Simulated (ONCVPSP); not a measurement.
# Cu: the cost of one run

Program: ONCVPSP 4.0.1.1 (patched build). Reference atom: LDA (Perdew-Wang 92), scalar-relativistic, spherical and spin-unpolarised. All values are calculated.

15 further runs of the same task are left out: 2 that didn't finish, 13 set aside as unsound or not needed.

### Step 1. The design

The settings as typed:

```
element                 : copper (Cu, Z = 29)
type                    : optimised norm-conserving Vanderbilt (ONCV)
frozen core             : [Ne]
valence charge          : 19
reference configuration : 3s2 3p6 3d10 4s1
partial waves           : 3s+4s: rc 1.35 bohr, ncon 4, nbas 7, qcut 11.6 1/bohr, 2 projectors; 3p: rc 1.10 bohr, ncon 4, nbas 7, qcut 10.7 1/bohr, 2 projectors, debl 0.7 Ha; 3d: rc 0.90 bohr, ncon 4, nbas 8, qcut 18.1 1/bohr, local
local potential         : the d channel
core correction         : Teter function, fcfact 4.75, rcfact 1.1
```

The outer shells as boxes (Hund's rule for the drawing; the calculation is spin-unpolarised):

```
[Ne] core
3s [↑↓]
3p [↑↓][↑↓][↑↓]
3d [↑↓][↑↓][↑↓][↑↓][↑↓]
4s [↑ ]
```

An earlier all-electron run gives the scale for the radii.

All-electron outer shells of the reference configuration (LDA (PZ), scalar-relativistic, ld1.x):

| shell | level (eV) | outermost node (bohr) | outermost maximum (bohr) |
| --- | --- | --- | --- |
| 2p | -916.44 | – | 0.16 |
| 3s | -114.15 | 0.29 | 0.61 |
| 3p | -72.03 | 0.26 | 0.62 |
| 3d | -5.32 | – | 0.60 |
| 4s | -4.87 | 0.89 | 2.24 |
| 4p | -0.79 | 0.98 | 3.52 |

### Step 2. Generating the potential

Cu.dat reads:

```
# ATOM AND REFERENCE CONFIGURATION
# atsym  z   nc   nv     iexc    psfile
  Cu 29.00    3    4  -001012      upf
#
#   n    l    f
    1    0    2.00
    2    0    2.00
    2    1    6.00
    3    0    2.00
    3    1    6.00
    3    2   10.00
    4    0    1.00
#
# PSEUDOPOTENTIAL AND OPTIMIZATION
# lmax
    2
#
#   l,   rc,      ep,       ncon, nbas, qcut
    0    1.35    0.00    4    7   11.60
    1    1.10    0.00    4    7   10.70
    2    0.90    0.00    4    8   18.10
#
# LOCAL POTENTIAL
# lloc, lpopt,  rc(5),   dvloc0
    2    5    0.90    0.00
#
# VANDERBILT-KLEINMAN-BYLANDER PROJECTORs
# l, nproj, debl
    0    2    1.60
    1    2    0.70
    2    0    2.80
#
# MODEL CORE CHARGE
# icmod, fcfact, rcfact
    3    4.75    1.10
#
# LOG DERIVATIVE ANALYSIS
# epsh1, epsh2, depsh
   -6.00    5.00    0.04
#
# OUTPUT GRID
# rlmax, drl
    6.00    0.01
#
# TEST CONFIGURATIONS
# ncnf
    4
# nvcnf
#   n    l    f
    4
    3    0    2.00
    3    1    6.00
    3    2   10.00
    4    0    0.00
#
    4
    3    0    2.00
    3    1    6.00
    3    2    9.00
    4    0    0.00
#
    4
    3    0    2.00
    3    1    6.00
    3    2    8.00
    4    0    0.00
#
    4
    3    0    2.00
    3    1    5.00
    3    2   10.00
    4    0    1.00
#
```

The run is started by

```bash
$ oncvpsp.x < Cu.dat > Cu.out
```

**Question.** How long does this run take on 1 thread of Neoverse-V1, shared host?

About 3.3 s.
